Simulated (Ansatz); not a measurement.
# BrFHInS: a ladder of functionals and wavefunction methods

One table from this session's results is given with a row withheld; the runs are named, their logs left out.

Computed with Ansatz 0.2.0, Gaussian basis. Level: functionals in def2-TZVPP, the program's frozen cores in correlated methods.

The runs, in order: PBE-D4, r2SCAN-D4, PBE0-D4, B3LYP-D4, ωB97X-V, ωB97M-V, B2PLYP; CCSD(T)/def2-TZVPP; CCSD(T)/def2-QZVPP; extrapolation to the limit.

### The relaxed structure

The geometry comes from an earlier relaxation with PBE0-D4 in a triple-zeta def2 set; it is a stationary point. In takes the def2 core potential; no spin-orbit term is included.

SMILES `[F][In]([SH])[Br]`, 5 atoms, charge 0, spin multiplicity 1.

Atoms are counted from 1 here; the program's logs count them from 0.

Bond lengths: F1–In2 1.935 Å, In2–S3 2.351 Å, In2–Br4 2.439 Å, S3–H5 1.345 Å. Angles: F1–In2–S3 117.9°, F1–In2–Br4 115.3°, S3–In2–Br4 126.8°, In2–S3–H5 92.2°.

Set-up of the first run:

Contents of in.yaml:

```yaml
crystal:
  periodic: [false, false, false]
  atoms:
    - {symbol: F, position_ang: [-2.140027, 1.165874, 0.290357]}
    - {symbol: In, position_ang: [-0.546320, 0.076495, 0.155328]}
    - {symbol: S, position_ang: [1.360835, 1.033810, -0.831539]}
    - {symbol: Br, position_ang: [-0.749782, -2.182837, 1.050355]}
    - {symbol: H, position_ang: [2.075305, -0.093342, -0.664491]}
basis:
  gaussian: {orbitals: def2-TZVPP}
hamiltonian: {xc: pbe, dispersion: d4}
output: {forces: true, orbitals: {seedname: orbitals}}
```

Launch:

```bash
$ ansatz run in.yaml --threads 2 --pin off --events-out ev --progress --plain --max-ram 32768MiB --backend cpu
```

Steps of the session up to this table: PBE-D4 (GGA); r2SCAN-D4 (meta-GGA); PBE0-D4 (hybrid); B3LYP-D4 (hybrid); ωB97X-V (range-separated); ωB97M-V (range-separated); B2PLYP (double hybrid); CCSD(T) in def2-TZVPP; CCSD(T) in def2-QZVPP.

One of the session's tables, all rows but one given; the rest of the session is left out.

```
            method  atomisation energy (kcal/mol)
            PBE-D4                          326.3
         r2SCAN-D4                          324.2
           PBE0-D4                          317.4
          B3LYP-D4                          311.6
           ωB97X-V                          324.1
           ωB97M-V                          320.9
            B2PLYP                          311.5
     HF/def2-TZVPP                          217.7
    MP2/def2-TZVPP                          321.9
   CCSD/def2-TZVPP                              ?
CCSD(T)/def2-TZVPP                          310.6
           MP2/CBS                          337.4
       CCSD(T)/CBS                          326.1
```

Q: Estimate the row for CCSD/def2-TZVPP from the others.

The run gave: atomisation energy (kcal/mol): 302.0. In the column «atomisation energy (kcal/mol)» it lies between HF/def2-TZVPP (217.7) and CCSD(T)/def2-TZVPP (310.6).

Caveats from the session: Free atoms (1 F, 1 In, 1 S, 1 Br, 1 H) were run apart at each level; the atomisation energy is their sum less the molecule, without zero-point or spin-orbit terms.
